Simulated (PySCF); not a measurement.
# C9H10O3: the cost of one run

Programs: PySCF 2.14.0, with density-fitted response routines of our own. Each step states its level of theory. These are calculated values for one molecule, in the gas phase or a continuum, unless marked as measured. Atoms are numbered from 0 throughout.

## 1. The molecule as given

22 atoms, charge 0, multiplicity 1; geometry from: GFN2-xTB. The atoms were then displaced at random by about 0.01 Å, so the start is not that level's minimum.

Bonds of the start (Å): C0–C1 1.51, C1–O2 1.44, O2–C3 1.32, C3–O4 1.19, C1–O5 1.38, O5–C6 1.39, C6–C7 1.40, C7–C8 1.38, C8–C9 1.39, C9–C10 1.39, C10–C11 1.37, C11–C6 1.39, C0–H12 1.15, C0–H13 1.08, C0–H14 1.08, C1–H15 1.11, C3–H16 1.12, C7–H17 1.09, C8–H18 1.07, C9–H19 1.06, C10–H20 1.07, C11–H21 1.10.

## 2. Geometry optimisation at PBE0-D3(BJ)/def2-SVP

Job settings and geometry (Å):

```
{"job": {"xc": "PBE0", "basis": "def2-SVP", "d3": "d3bj", "grid": 1, "shake": 0.01, "kind": "geom"}, "charge": 0, "multiplicity": 1}
C     -2.744310    -1.047150    -1.103740
C     -1.638140    -0.195950    -0.523510
O     -2.100110     0.389540     0.713990
C     -2.178390     1.703400     0.798990
O     -2.014180     2.497270    -0.070840
O     -0.577850    -1.038970    -0.263790
C      0.692180    -0.547510     0.007370
C      1.044890     0.803110     0.030530
C      2.339350     1.162440     0.325240
C      3.302210     0.194390     0.558040
C      2.945460    -1.147160     0.529810
C      1.658600    -1.514260     0.260250
H     -3.648060    -0.376230    -1.329320
H     -3.063080    -1.789140    -0.388610
H     -2.426270    -1.501890    -2.024700
H     -1.352540     0.643150    -1.192960
H     -2.546030     1.968340     1.819200
H      0.297420     1.583140    -0.140790
H      2.599990     2.196940     0.328100
H      4.297640     0.496310     0.761980
H      3.681960    -1.903300     0.699060
H      1.364180    -2.572090     0.219160
```

Run with:

```console
OMP_NUM_THREADS=1 python probes_run.py task.json out
```

The driver reads the jobs from task.json and runs them one after another.

Q: Estimate the wall time and peak memory of this first job on 1 thread of Arm Neoverse N1, shared host.

About 7.6 min, with a peak of 1 GiB.
